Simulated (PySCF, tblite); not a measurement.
# ClGeH₇O₃Si₂, a small molecule taken as a stand-in for a surface group (Ge site with back bonds O[SiH3], O[SiH3], O): NMR shifts, core binding energies and electronic excitations

Wanted: the NMR shifts, core binding energies and electronic excitations for `[OH][Ge]([Cl])([O][SiH3])[O][SiH3]`.

Computed with tblite 0.8.0 and PySCF 2.14.0; each step states its level. No surroundings beyond the atoms listed, unless a continuum is named. Atoms count from 0, parts from 1.

## 1. The system as given

14 atoms, charge 0, multiplicity 1; geometry: distance geometry start.

## 2. Geometry optimisation with GFN2-xTB

The job: settings as JSON, then the geometry in Å.

```
{"job": {"kind": "relax", "xc": "GFN2-xTB", "basis": "xTB"}, "charge": 0, "multiplicity": 1}
Ge     0.757493     1.490155    -0.043586
O      0.898445     0.458298    -1.573284
Si     0.141040    -1.095724    -1.833527
O     -1.020649     1.805756     0.340085
Si    -2.050597     0.725387     1.297499
O      1.565504     0.588856     1.392181
Cl     1.826081     3.404940    -0.374157
H      1.068204    -2.131049    -1.496021
H     -1.000577    -1.215262    -0.978566
H     -0.265739    -1.269371    -3.166428
H     -3.236008     1.398687     1.627291
H     -2.376103    -0.422591     0.517147
H     -1.376127     0.307940     2.462344
H      1.165507    -0.124794     1.873383
```

Level: GFN2-xTB geometry optimisation, gas phase.

Launch:

```
$ OMP_NUM_THREADS=1 python cluster_run.py task.json out
```

One launch serves the whole session: the jobs run in the order shown.

The log of the run:

```text
step      E/eV     max force
  0    -704.87597    2.934
  1    -705.27236    1.615
  2    -705.51875    1.471
  3    -705.63574    1.076
  4    -705.85255    1.191
  5    -705.90662    0.539
  6    -705.94496    0.463
  7    -706.01227    0.524
  8    -706.03042    0.486
  9    -706.06722    0.356
 10    -706.08307    0.372
 11    -706.10045    0.282
 12    -706.11184    0.297
 13    -706.12669    0.324
 14    -706.14090    0.335
 15    -706.15422    0.309
 16    -706.16379    0.261
 17    -706.16842    0.167
 18    -706.17131    0.182
 19    -706.17549    0.183
 20    -706.18054    0.239
 21    -706.18539    0.201
 22    -706.18901    0.141
 23    -706.19231    0.150
 24    -706.19692    0.185
 25    -706.20461    0.247
 26    -706.21442    0.236
 27    -706.22219    0.212
 28    -706.22700    0.143
 29    -706.23083    0.161
 30    -706.23536    0.195
 31    -706.24082    0.174
 32    -706.24440    0.122
 33    -706.24573    0.060
 34    -706.24634    0.048
 35    -706.24673    0.060
 36    -706.24729    0.078
 37    -706.24795    0.081
 38    -706.24851    0.046
 39    -706.24885    0.041
 40    -706.24911    0.037
 41    -706.24940    0.032
 42    -706.24959    0.021
 43    -706.24969    0.020
 44    -706.24975    0.027
 45    -706.24984    0.028
 46    -706.24998    0.031
 47    -706.25021    0.041
 48    -706.25048    0.043
 49    -706.25073    0.034
 50    -706.25096    0.033
 51    -706.25112    0.031
 52    -706.25124    0.029
 53    -706.25135    0.027
 54    -706.25152    0.032
 55    -706.25180    0.056
 56    -706.25220    0.071
 57    -706.25259    0.057
 58    -706.25290    0.051
 59    -706.25320    0.057
 60    -706.25373    0.071
 61    -706.25463    0.127
 62    -706.25591    0.153
 63    -706.25693    0.113
 64    -706.25752    0.067
 65    -706.25788    0.056
 66    -706.25820    0.078
 67    -706.25907    0.112
 68    -706.26011    0.095
 69    -706.26174    0.095
 70    -706.26286    0.139
 71    -706.25905    0.461
 72    -706.26380    0.039
 73    -706.26415    0.044
 74    -706.26460    0.234
 75    -706.26543    0.089
 76    -706.26616    0.074
 77    -706.26965    0.187
 78    -706.27238    0.074
 79    -706.27320    0.161
 80    -706.27456    0.089
 81    -706.27536    0.072
 82    -706.27798    0.132
 83    -706.27975    0.131
 84    -706.28211    0.135
 85    -706.28597    0.120
 86    -706.28757    0.134
 87    -706.28969    0.151
 88    -706.29187    0.144
 89    -706.29338    0.104
 90    -706.29457    0.089
 91    -706.29538    0.080
 92    -706.29617    0.086
 93    -706.29720    0.103
 94    -706.29836    0.086
 95    -706.29907    0.068
 96    -706.29970    0.063
 97    -706.30039    0.076
 98    -706.30129    0.078
 99    -706.30206    0.071
100    -706.30309    0.084
101    -706.30427    0.095
102    -706.30550    0.103
103    -706.30664    0.099
104    -706.30776    0.089
105    -706.30896    0.118
106    -706.31025    0.113
107    -706.31153    0.077
108    -706.31264    0.075
109    -706.31352    0.101
110    -706.31393    0.138
111    -706.31461    0.066
112    -706.31498    0.035
113    -706.31539    0.042
114    -706.31568    0.045
115    -706.31591    0.047
116    -706.31605    0.025
117    -706.31614    0.021
118    -706.31625    0.031
119    -706.31637    0.032
120    -706.31646    0.019
121    -706.31650    0.017
122    -706.31654    0.017
123    -706.31659    0.020
124    -706.31668    0.023
125    -706.31681    0.027
126    -706.31699    0.033
127    -706.31722    0.035
128    -706.31745    0.037
129    -706.31768    0.045
130    -706.31795    0.050
131    -706.31828    0.055
132    -706.31861    0.050
133    -706.31888    0.039
134    -706.31907    0.039
135    -706.31923    0.037
136    -706.31941    0.034
137    -706.31956    0.036
138    -706.31964    0.031
139    -706.31968    0.028
140    -706.31972    0.020
141    -706.31978    0.023
142    -706.31984    0.023
143    -706.31987    0.020
144    -706.31989    0.014
145    -706.31992    0.016
146    -706.31994    0.020
147    -706.31998    0.020
148    -706.32002    0.020
149    -706.32006    0.019
150    -706.32010    0.016
151    -706.32015    0.018
152    -706.32022    0.024
153    -706.32032    0.030
154    -706.32045    0.033
155    -706.32058    0.029
156    -706.32069    0.024
157    -706.32079    0.032
158    -706.32090    0.031
159    -706.32097    0.063
160    -706.32106    0.029
161    -706.32113    0.015
162    -706.32120    0.017
163    -706.32125    0.021
164    -706.32136    0.028
165    -706.32145    0.023
166    -706.32152    0.014
167    -706.32156    0.016
168    -706.32159    0.018
169    -706.32163    0.019
170    -706.32167    0.018
171    -706.32170    0.011
172    -706.32173    0.012
173    -706.32176    0.014
174    -706.32180    0.021
175    -706.32186    0.026
176    -706.32194    0.025
177    -706.32201    0.025
178    -706.32208    0.025
179    -706.32218    0.028
180    -706.32234    0.040
181    -706.32262    0.050
182    -706.32292    0.052
183    -706.32333    0.057
184    -706.32321    0.108
185    -706.32408    0.079
186    -706.32443    0.059
187    -706.32507    0.068
188    -706.32535    0.062
189    -706.32568    0.058
190    -706.32682    0.268
191    -706.32757    0.042
192    -706.32800    0.042
193    -706.32851    0.146
194    -706.32885    0.079
195    -706.32934    0.067
196    -706.32989    0.100
197    -706.33044    0.092
198    -706.33099    0.040
199    -706.33162    0.048
200    -706.33252    0.055
201    -706.33252    0.055
202    -706.33259    0.459
203    -706.33376    0.182
204    -706.33421    0.088
205    -706.33557    0.044
206    -706.33576    0.112
207    -706.33640    0.031
208    -706.33673    0.020
209    -706.33711    0.146
210    -706.33749    0.011
211    -706.33766    0.022
212    -706.33763    0.065
213    -706.33785    0.015
214    -706.33793    0.020
215    -706.33806    0.039
216    -706.33818    0.017
217    -706.33831    0.024
218    -706.33833    0.036
219    -706.33836    0.101
220    -706.33849    0.012
221    -706.33856    0.019
222    -706.33862    0.027
223    -706.33877    0.030
224    -706.33867    0.083
225    -706.33889    0.017
226    -706.33890    0.021
227    -706.33894    0.019
228    -706.33896    0.011
229    -706.33900    0.015
230    -706.33903    0.028
231    -706.33905    0.021
232    -706.33897    0.040
233    -706.33908    0.012
234    -706.33907    0.024
235    -706.33911    0.006
```

Run time: 10 s. Hardware: 1 thread of AMD EPYC 7R43, shared host.

Relaxation path:

```tsv
step	energy from step 0 (eV)	largest force (eV/Å)
0	0.0000	2.9330
9	-1.1912	0.3557
18	-1.2953	0.1820
27	-1.3462	0.2117
36	-1.3713	0.0773
45	-1.3739	0.0281
54	-1.3755	0.0320
63	-1.3810	0.1130
72	-1.3878	0.0386
81	-1.3994	0.0718
90	-1.4186	0.0895
99	-1.4261	0.0717
108	-1.4367	0.0743
117	-1.4402	0.0214
126	-1.4410	0.0331
135	-1.4433	0.0375
144	-1.4439	0.0139
153	-1.4443	0.0296
162	-1.4452	0.0170
171	-1.4457	0.0109
180	-1.4464	0.0394
189	-1.4497	0.0578
198	-1.4550	0.0405
207	-1.4604	0.0316
216	-1.4622	0.0175
225	-1.4629	0.0169
234	-1.4631	0.0236
235	-1.4631	0.0067
```

Close pairs (by a distance rule), those that changed most:

```tsv
bond	before (Å)	after (Å)	change (Å)
Ge0–Cl6	2.218	2.050	-0.168
Ge0–O5	1.878	1.714	-0.164
O3–Si4	1.773	1.632	-0.141
Ge0–O1	1.851	1.715	-0.136
Ge0–O3	1.846	1.718	-0.128
O1–Si2	1.748	1.632	-0.117
Si4–H10	1.403	1.464	+0.061
Si2–H9	1.404	1.464	+0.060
```

## 3. Relaxing the molecule at PBE0-D3(BJ)/def2-SVP

The job: settings as JSON, then the geometry in Å.

```
{"job": {"xc": "PBE0", "basis": "def2-SVP", "d3": "d3bj", "grid": 2, "kind": "geom", "shake": 0.01}, "charge": 0, "multiplicity": 1}
Ge     1.210822     0.699845     0.458482
O      1.180122    -0.442448    -0.807902
Si     0.249251    -1.245907    -1.897619
O     -0.277678     0.637630     1.281220
Si    -1.929829     0.558378     1.058038
O      2.451128     0.370132     1.550724
Cl     1.538617     2.600100    -0.296757
H      1.297796    -1.657261    -2.857019
H     -0.363828    -2.357642    -1.166216
H     -0.744474    -0.349967    -2.443560
H     -2.368861     1.732868     0.312700
H     -2.249436    -0.668491     0.356822
H     -2.402674     0.579566     2.448241
H      2.402565    -0.471410     2.017256
```

The log of the run:

```text
step   0  E = -3344.58553908  max force = 0.032393
step   1  E = -3344.59759416  max force = 0.013013
step   2  E = -3344.59879810  max force = 0.002032
step   3  E = -3344.59892603  max force = 0.001963
step   4  E = -3344.59910051  max force = 0.002122
step   5  E = -3344.59931787  max force = 0.002681
step   6  E = -3344.59978574  max force = 0.002906
step   7  E = -3344.59951779  max force = 0.004301
step   8  E = -3344.60014043  max force = 0.002281
step   9  E = -3344.60022779  max force = 0.001388
step  10  E = -3344.60030045  max force = 0.000659
step  11  E = -3344.60033497  max force = 0.000953
step  12  E = -3344.60041659  max force = 0.001060
step  13  E = -3344.60044748  max force = 0.000603
step  14  E = -3344.60048757  max force = 0.000578
step  15  E = -3344.60051117  max force = 0.000690
step  16  E = -3344.60056341  max force = 0.000997
step  17  E = -3344.60060970  max force = 0.001164
step  18  E = -3344.60076135  max force = 0.001679
step  19  E = -3344.60084741  max force = 0.002590
step  20  E = -3344.60092842  max force = 0.001563
step  21  E = -3344.60100992  max force = 0.000860
step  22  E = -3344.60101314  max force = 0.001034
step  23  E = -3344.60106949  max force = 0.000706
step  24  E = -3344.60110411  max force = 0.000485
step  25  E = -3344.60112298  max force = 0.000393
step  26  E = -3344.60115968  max force = 0.000736
step  27  E = -3344.60119408  max force = 0.000922
step  28  E = -3344.60122696  max force = 0.000754
step  29  E = -3344.60124611  max force = 0.000341
step  30  E = -3344.60125682  max force = 0.000349
optimisation converged
```

Run time: 8.8 min. Hardware: 1 thread of AMD EPYC 7R43, shared host; peak memory 0.86 GiB.

Along the way: (the energy doesn't fall at every step)

```tsv
step	energy from step 0 (eV)	largest force component (eV/Å)
0	0.0000	1.6657
1	-0.3280	0.6692
2	-0.3608	0.1045
3	-0.3643	0.1009
4	-0.3690	0.1091
5	-0.3749	0.1379
6	-0.3877	0.1494
7	-0.3804	0.2212
8	-0.3973	0.1173
9	-0.3997	0.0714
10	-0.4017	0.0339
11	-0.4026	0.0490
12	-0.4048	0.0545
13	-0.4057	0.0310
14	-0.4068	0.0297
15	-0.4074	0.0355
16	-0.4088	0.0513
17	-0.4101	0.0599
18	-0.4142	0.0863
19	-0.4166	0.1332
20	-0.4188	0.0804
21	-0.4210	0.0442
22	-0.4211	0.0532
23	-0.4226	0.0363
24	-0.4235	0.0249
25	-0.4241	0.0202
26	-0.4251	0.0378
27	-0.4260	0.0474
28	-0.4269	0.0388
29	-0.4274	0.0175
30	-0.4277	0.0179
```

Close pairs (by a distance rule), those that changed most:

```tsv
bond	before (Å)	after (Å)	change (Å)
Ge0–Cl6	2.071	2.135	+0.064
Ge0–O5	1.685	1.745	+0.059
Si2–H9	1.445	1.493	+0.048
Si4–H11	1.449	1.492	+0.043
Ge0–O3	1.702	1.744	+0.042
Ge0–O1	1.706	1.745	+0.040
O1–Si2	1.643	1.677	+0.034
Si4–H10	1.459	1.492	+0.033
```

The end geometry stands in the next job.

```tsv
at the end point	value
point group (found at 0.08 Å tolerance)	C1
rotational constants (GHz, main isotopes)	1.149, 0.869, 0.685
dipole moment (D)	1.38
```

## 4. NMR shieldings: PBE0/pcSseg-1

The job: settings as JSON, then the geometry in Å.

```
{"job": {"kind": "nmr", "xc": "PBE0", "basis": "pcSseg-1"}, "charge": 0, "multiplicity": 1}
Ge     1.023272     0.499953     0.381456
O      1.424386    -0.402720    -1.057359
Si     0.454206    -1.260839    -2.122447
O     -0.529167    -0.062562     0.942292
Si    -1.930495     0.681117     1.479461
O      2.273910     0.243225     1.570442
Cl     0.857491     2.588300    -0.029295
H      1.302551    -1.606651    -3.295684
H     -0.051886    -2.508134    -1.479578
H     -0.703292    -0.424993    -2.559297
H     -1.615838     1.715671     2.507474
H     -2.646178     1.319588     0.336291
H     -2.782001    -0.385864     2.073078
H      2.917135    -0.409288     1.267685
```

Method: GIAO PBE0/pcSseg-1 NMR shielding, non-relativistic, gas phase.

The log of the run:

```text
coarse grid: 59400 points
cycle   1  E = -3344.7617422507  dE = -6.843e-03  |g| = 1.531e+00  |ddm| = 3.727e+00
cycle   2  E = -3344.2514662343  dE =  5.103e-01  |g| = 2.279e+00  |ddm| = 2.300e+00
cycle   3  E = -3345.0652800864  dE = -8.138e-01  |g| = 2.217e-01  |ddm| = 1.609e+00
cycle   4  E = -3345.0734505958  dE = -8.171e-03  |g| = 1.018e-01  |ddm| = 2.403e-01
cycle   5  E = -3345.0749912526  dE = -1.541e-03  |g| = 2.498e-02  |ddm| = 8.436e-02
cycle   6  E = -3345.0750970633  dE = -1.058e-04  |g| = 7.511e-03  |ddm| = 2.029e-02
cycle   7  E = -3345.0751061366  dE = -9.073e-06  |g| = 1.642e-03  |ddm| = 5.896e-03
final grid: 119864 points
cycle   8  E = -3345.0751717942  dE =  2.136e-07  |g| = 2.102e-03  |ddm| = 3.230e-03
cycle   9  E = -3345.0751708521  dE =  9.421e-07  |g| = 3.156e-03  |ddm| = 3.694e-03
cycle  10  E = -3345.0751725966  dE = -1.744e-06  |g| = 3.648e-04  |ddm| = 2.127e-03
cycle  11  E = -3345.0751726217  dE = -2.509e-08  |g| = 6.439e-05  |ddm| = 3.051e-04
cycle  12  E = -3345.0751726223  dE = -6.075e-10  |g| = 1.028e-05  |ddm| = 4.925e-05
converged SCF energy = -3345.0751726223

GIAO shielding tensors (ppm)
atom      isotropic    diamagn.    paramagn.     s11        s22        s33       span
  0 Ge    1338.057    2758.007   -1419.950   1303.122   1334.904   1376.146     73.024
  1 O      274.712     404.267    -129.555    227.081    272.795    324.261     97.180
  2 Si     381.523     879.087    -497.563    335.944    348.239    460.387    124.443
  3 O      267.567     405.163    -137.596    214.829    256.104    331.769    116.941
  4 Si     381.727     878.693    -496.966    338.943    346.624    459.615    120.672
  5 O      266.021     391.147    -125.126    232.506    247.632    317.925     85.418
  6 Cl     882.073    1149.272    -267.199    785.599    802.552   1058.068    272.469
  7 H       26.332      27.975      -1.643     22.746     24.160     32.091      9.345
  8 H       26.215      29.722      -3.508     22.574     24.490     31.581      9.007
  9 H       26.178      30.124      -3.946     22.360     25.144     31.031      8.671
 10 H       26.141      27.970      -1.829     22.289     24.688     31.447      9.158
 11 H       26.193      29.271      -3.078     22.545     24.640     31.395      8.850
 12 H       26.263      28.422      -2.159     22.735     24.119     31.936      9.200
 13 H       29.209      30.707      -1.497     20.175     24.073     43.381     23.206
```

It took 42 s on 1 thread of AMD EPYC 7R43, shared host; peak memory 1 GiB.

Shifts follow as δ = σ(reference) − σ, with reference shieldings (ppm) from runs at the same level and on the same kind of geometry: 1H TMS 31.27, 29Si TMS 352.0, 17O H2O 334.6, 73Ge GeMe4 1330, 35Cl HCl 943. The references are single molecules in the gas phase, so shifts against H2O, NH3, PH3, H3PO4 or CFCl3 are not on the usual liquid scales and can be off by tens of ppm.

```tsv
atoms	environment	σ (ppm)	δ (ppm)
H10	hydrogen on a silicon bonded to O	26.14	5.13
H9	hydrogen on a silicon bonded to O	26.18	5.09
H11	hydrogen on a silicon bonded to O	26.19	5.07
H8	hydrogen on a silicon bonded to O	26.21	5.05
H12	hydrogen on a silicon bonded to O	26.26	5.00
H7	hydrogen on a silicon bonded to O	26.33	4.93
H13	hydrogen on an oxygen bonded to Ge	29.21	2.06
Ge0	germanium bonded to Cl, 3 O	1338	-8
O5	oxygen bonded to Ge, H	266.0	68.5
O3	oxygen bonded to Ge, Si	267.6	67.0
O1	oxygen bonded to Ge, Si	274.7	59.8
Si2	silicon bonded to O, 3 H	381.5	-29.5
Si4	silicon bonded to O, 3 H	381.7	-29.7
Cl6	chlorine bonded to Ge	882	61
```

Charges from the same density, by scheme (e):

```tsv
atoms	Mulliken	IAO	Hirshfeld	ESP fit
Ge0	1.54	1.45	0.60	0.83
O1	-0.84	-0.84	-0.32	-0.52
Si2	0.70	0.84	0.38	0.58
O3	-0.84	-0.84	-0.32	-0.42
Si4	0.70	0.84	0.37	0.51
O5	-0.60	-0.74	-0.31	-0.64
Cl6	-0.30	-0.29	-0.12	-0.18
```

Mayer bond orders: Ge0–O1 0.82, O1–Si2 0.88, Ge0–O3 0.79, O3–Si4 0.87, Ge0–O5 0.98, Ge0–Cl6 0.97.

Orbitals, density, ELF and potential are computed afterwards from the orbital file.

Frontier orbitals at PBE0/pcSseg-1, with the share of their density that lies nearest to each atom:

```tsv
orbital	energy (eV)	lies on
HOMO	-9.08	O3 32 %; H11 23 %; H10 12 %
LUMO	-0.97	Ge0 20 %; Cl6 15 %; O1, O3, O5 about 10 % each
```

ELF in a plane through or near 5 of the atoms.

Ten even steps from ' ' (0.00) to '@' (1.00):
```
                                                        
                                                        
                                                        
                        ..==++--..                      
                      ..==####++::                      
                      ..==##**--                        
                ..::  ..::::::..                        
              ..++##**--..**++....      ##@@%%::        
              ..**%%==##..**++..--..  ++@@@@@@@@::      
      ::%%%%::..==%%++##==..::**++==::%%@@@@@@@@==      
    ..@@@@@@@@**..::**==..  ==****++  ..%%@@@@%%::      
    --@@@@@@@@++++##..::    ------::::::..==--..        
    ..%%@@@@@@++  ..%%%%--      ..**##**==..            
      ::**##==::==%%@@@@##      --%%@@@@**..            
                ::##@@%%++      ::**##**::              
                  ..--::            ..                  
                                                        
                                                        
                                                        
                                                        
```
The map spans 12.8 Å across and 11.1 Å up, centred on the molecule. Atoms in the plane (x, y in Å): Ge0 (-0.1, 1.2), O1 (-1.7, 0.6), Si2 (-2.3, -0.9), H7 (-3.8, -0.9), H10 (3.4, 0.3).

On the surface of density 0.002 e/bohr³ the electrostatic potential runs, from the 1st to the 99th percentile, from -1.18 V near O5 to 2.14 V near H13.

[end of part 1 of 2]
